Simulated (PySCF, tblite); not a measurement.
# C4H12O2Si2: geometry, infrared bands and NMR shifts

Aim: predict the infrared bands and NMR shifts of C4H12O2Si2 (`O=C[SiH2][C@@H]([SiH3])CCO`).

Programs: tblite 0.8.0 and PySCF 2.14.0, with density-fitted response routines of our own. Each step states its level of theory. These are calculated values for one molecule in the gas phase, unless marked as measured. Atoms count from 0, in the outputs and in this text.

## (1) Starting geometry

20 atoms, charge 0, multiplicity 1; geometry from: force field or distance geometry start.

Bonds of the start (Å): O0–C1 1.24, C1–Si2 1.88, Si2–C3 1.87, C3–Si4 1.91, C3–C5 1.54, C5–C6 1.54, C6–O7 1.41, C1–H8 1.08, Si2–H9 1.50, Si2–H10 1.50, C3–H11 1.10, Si4–H12 1.48, Si4–H13 1.47, Si4–H14 1.49, C5–H15 1.10, C5–H16 1.09, C6–H17 1.09, C6–H18 1.10, O7–H19 0.98.

## (2) Optimising the geometry with GFN2-xTB

What the job is given:

```
{"job": {"kind": "relax", "xc": "GFN2-xTB", "basis": "xTB"}, "charge": 0, "multiplicity": 1}
O      0.026700     2.750900     0.260400
C     -1.059500     2.416100    -0.231100
Si    -1.497500     0.586400    -0.230600
C     -0.106300    -0.508300     0.387100
Si    -1.060700    -2.070400     0.927600
C      1.048400    -0.829500    -0.585200
C      2.085200     0.293600    -0.729000
O      1.555600     1.376000    -1.464600
H     -1.778200     3.108200    -0.656700
H     -2.729700     0.443300     0.615500
H     -1.912900     0.153400    -1.600900
H      0.303000    -0.076700     1.312000
H     -0.099400    -3.049500     1.483600
H     -2.040800    -1.757800     1.983800
H     -1.741300    -2.685500    -0.241200
H      1.595400    -1.710700    -0.209900
H      0.656800    -1.079700    -1.571200
H      2.952500    -0.088800    -1.275700
H      2.433800     0.649400     0.255900
H      1.363800     2.090300    -0.819400
```

Launch:

```console
$ OMP_NUM_THREADS=1 python probes_run.py task.json out
```

The driver reads the jobs from task.json and runs them one after another.

**Question.** This job is followed by: GFN2-xTB harmonic vibrations, gas phase; GIAO PBE0/pcSseg-1 NMR shielding, non-relativistic, gas phase. What will the session give for the following? strongest single infrared mode (GFN2-xTB); zero-point energy (GFN2-xTB); ¹³C shifts against TMS (PBE0/pcSseg-1); ¹H shifts against TMS (PBE0/pcSseg-1, means over atoms taken as alike); ¹⁷O shifts against H2O (PBE0/pcSseg-1); ²⁹Si shifts against TMS (PBE0/pcSseg-1).

The runs gave:

```
                                                              quantity                                                            value
                             strongest single infrared mode (GFN2-xTB)                                             787 cm⁻¹, 481 km/mol
                                          zero-point energy (GFN2-xTB)                                                    91.6 kcal/mol
                                ¹³C shifts against TMS (PBE0/pcSseg-1)                                       261.2, 66.1, 33.7, 1.4 ppm
¹H shifts against TMS (PBE0/pcSseg-1, means over atoms taken as alike)  12.30, 5.55, 4.56, 4.51, 4.13, 4.02, 3.03, 1.70, 1.57, 0.16 ppm
                                ¹⁷O shifts against H2O (PBE0/pcSseg-1)                                                  860.5, 44.2 ppm
                               ²⁹Si shifts against TMS (PBE0/pcSseg-1)                                                 -62.7, -69.5 ppm
```

In words: Over 157 steps the energy fell by 0.484 eV; of the close pairs, C1–Si2 changed most, 1.881 to 1.931 Å. All 54 modes are real, so the xTB geometry is a minimum. GFN2-xTB is a fitted tight-binding method: band positions and strengths are rough. Its intensities can rank the bands wrongly. At PBE0/pcSseg-1: The largest span, 1832 ppm, is at O0, where the paramagnetic term is -926 ppm.
